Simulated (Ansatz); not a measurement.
# Ge2HSi: the cost of one run

Method: cc-pVTZ, core rule «outside noble gas», up to 33 orbitals frozen; program: Ansatz 0.2.0, Gaussian basis.

Plan: UHF; CCSD(T) on ROHF; CCSD(T) on UHF; BCCD(T) on ROHF; CCSDT(Q) on ROHF; CCSDT(Q) on UHF.

3 further runs of the same task are left out: 3 set aside as unsound or not needed.

## 1. The system

The geometry is a PBE0/def2-TZVP stationary point (not a proven minimum). No spin-orbit coupling is included. The filled d shell of Ge may be among the frozen orbitals whatever the setting's name suggests; the logs give the count.

4 atoms, charge 0, spin multiplicity 2.

Atoms are counted from 1 here; the program's logs count them from 0.

Bond lengths: Ge1–Si2 2.395 Å, Ge1–Ge3 2.530 Å, Si2–Ge3 2.211 Å, Si2–H4 1.493 Å. Angles: Si2–Ge1–Ge3 53.3°, Ge1–Si2–Ge3 66.5°, Ge1–Si2–H4 128.2°, Ge3–Si2–H4 165.3°, Ge1–Ge3–Si2 60.2°.

## 2. UHF

File in.yaml:

```yaml
crystal:
  periodic: [false, false, false]
  atoms:
    - {symbol: Ge, position_ang: [0.000000, -0.254406, 1.307346]}
    - {symbol: Si, position_ang: [0.000000, 1.579840, -0.232472]}
    - {symbol: Ge, position_ang: [0.000000, -0.398617, -1.218485]}
    - {symbol: H, position_ang: [0.000000, 3.040813, 0.073648]}
basis:
  gaussian: {orbitals: cc-pVTZ}
magnetization: {spin_polarized: true, initial_magnetization: 1}
hamiltonian: {xc: hf}
output: {orbitals: {seedname: orbitals}}
```

On the command line:

```
> ansatz run in.yaml --threads 1 --pin off --events-out ev --progress --plain --max-ram 4096MiB --backend cpu
```

Q: Estimate wall time and peak memory on 1 thread of AMD EPYC 7R13, shared host.

About 33 s, with a peak of 0.42 GiB.
